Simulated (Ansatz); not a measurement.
# C3H7AlO: basis-set convergence

How large a basis does C3H7AlO need? Two functionals are run in growing sets.

The runs use Ansatz 0.2.0, Gaussian basis; one geometry, several basis sets.

Levels to be run: PBE0-D4/def2-SVP; ωB97M-V/def2-SVP; PBE0-D4/def2-QZVPP; ωB97M-V/def2-QZVPP; the functionals' def2-TZVPP values are taken from earlier runs.

### Step 1. The relaxed structure

The geometry comes from an earlier relaxation with PBE0-D4 in a triple-zeta def2 set; it is a stationary point, not always the lowest conformer.

SMILES `C[C]1(C)[O][AlH]1`, 12 atoms, charge 0, spin multiplicity 1.

Atoms are counted from 1 here; the program's logs count them from 0.

Bond lengths: C1–C2 1.504 Å, C1–H6 1.093 Å, C1–H7 1.099 Å, C1–H8 1.092 Å, C2–C3 1.504 Å, C2–O4 1.489 Å, C2–Al5 1.904 Å, C3–H9 1.093 Å, C3–H10 1.092 Å, C3–H11 1.099 Å, O4–Al5 1.708 Å, Al5–H12 1.573 Å. Angles: C2–C1–H6 110.8°, C2–C1–H7 109.8°, C2–C1–H8 112.4°, H6–C1–H7 108.0°, H6–C1–H8 108.1°, H7–C1–H8 107.6°, C1–C2–C3 112.5°, C1–C2–O4 111.5°, C1–C2–Al5 123.2°, C3–C2–O4 111.5°, C3–C2–Al5 123.2°, O4–C2–Al5 58.9°, C2–C3–H9 110.8°, C2–C3–H10 112.4°, C2–C3–H11 109.8°, H9–C3–H10 108.1°, H9–C3–H11 108.0°, H10–C3–H11 107.6° and more.

### Step 2. PBE0-D4 in def2-SVP

Contents of in.yaml:

```yaml
crystal:
  periodic: [false, false, false]
  atoms:
    - {symbol: C, position_ang: [-1.305194, -0.512977, 0.238039]}
    - {symbol: C, position_ang: [0.021038, 0.130951, -0.061229]}
    - {symbol: C, position_ang: [1.182848, -0.699509, 0.411721]}
    - {symbol: O, position_ang: [0.147408, 0.472502, -1.504770]}
    - {symbol: Al, position_ang: [0.196182, 1.939452, -0.630984]}
    - {symbol: H, position_ang: [-1.442403, -0.635321, 1.315589]}
    - {symbol: H, position_ang: [-1.347852, -1.508874, -0.224445]}
    - {symbol: H, position_ang: [-2.145997, 0.067033, -0.147864]}
    - {symbol: H, position_ang: [1.150298, -0.829513, 1.496592]}
    - {symbol: H, position_ang: [2.145581, -0.254831, 0.151547]}
    - {symbol: H, position_ang: [1.140654, -1.695526, -0.050556]}
    - {symbol: H, position_ang: [0.334536, 3.471514, -0.959640]}
basis:
  gaussian: {orbitals: def2-SVP}
hamiltonian: {xc: pbe0, dispersion: d4}
output: {orbitals: {seedname: orbitals}}
```

After this run come: ωB97M-V in def2-SVP; PBE0-D4 in def2-QZVPP; ωB97M-V in def2-QZVPP.

**Question.** What will the summary of the whole plan be? Wanted: PBE0-D4: double and triple zeta above quadruple; ωB97M-V: double and triple zeta above quadruple.

**Answer**, as computed:

| quantity | value |
| --- | --- |
| PBE0-D4: double and triple zeta above quadruple | 8.88, 0.51 eV |
| ωB97M-V: double and triple zeta above quadruple | 9.12, 0.50 eV |

What this shows: PBE0-D4 gains 8.37 eV from double to triple zeta, then 0.51 eV more. Total energies overstate the basis error of differences, where much of it tends to cancel. The LUMO of ωB97M-V is positive and keeps falling with the basis (0.76 to 0.22 eV): an unbound level that the basis holds in place.
